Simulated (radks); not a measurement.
**Valence configurations of P⁺**

The task here is to estimate one member of a computed series from the others.

Program: radks (a radial shooting solver on a logarithmic mesh, Libxc functionals) version 1. Level of theory: scalar-relativistic Kohn-Sham, r2SCAN, spin-polarised, spherical densities, finite nucleus; open shells are filled with parallel spins first. These are calculated values, not measurements, unless marked.

### What is computed

- element: phosphorus (Z = 15)
- charge: +1
- electrons: 14
- configuration: [Ne] 3s2 3p2
- nuclear rms radius: 3.1889 fm
- others tried: 3s1.5 3p2.5; 3s1 3p3; 3s0.5 3p3.5; 3p4

The outer shells:

P⁺
```
[Ne] core
3s [↑↓]
3p [↑ ][↑ ][  ]
```

The first run:

Settings of this run:

```text
Z 15
configuration [Ne] 3s2 3p2
relativity scalar-relativistic
functional r2scan,r2scan
spin polarised
nucleus finite rms 3.1889 fm
c 137.035999084
```

Steps of the session up to this table: [Ne] 3s2 3p2.

One table of the session follows, with a row left open; its other results are not shown here.

It belongs to the step «[Ne] 3s2 3p2». From the orbitals of this run (lengths in bohr):

| level | <r> | outermost maximum (interpolated) | 90 % within | nodes |
| --- | --- | --- | --- | --- |
| 2s up | 0.5173 | 0.418 | 0.812 | 1 |
| 2s down | ? | ? | ? | ? |
| 2p up | 0.4841 | 0.354 | 0.808 | 0 |
| 2p down | 0.4841 | 0.355 | 0.808 | 0 |
| 3s up | 1.829 | 1.56 | 2.75 | 2 |
| 3s down | 1.836 | 1.54 | 2.77 | 2 |
| 3p up | 2.110 | 1.75 | 3.23 | 1 |
| 3p down | 2.131 | 1.75 | 3.28 | 1 |

**Question.** Estimate the row for 2s down.

As computed: <r>: 0.5174; outermost maximum (interpolated): 0.418; 90 % within: 0.812; nodes: 1. In the column «<r>» it lies between 2s up (0.5173) and 3s up (1.829).
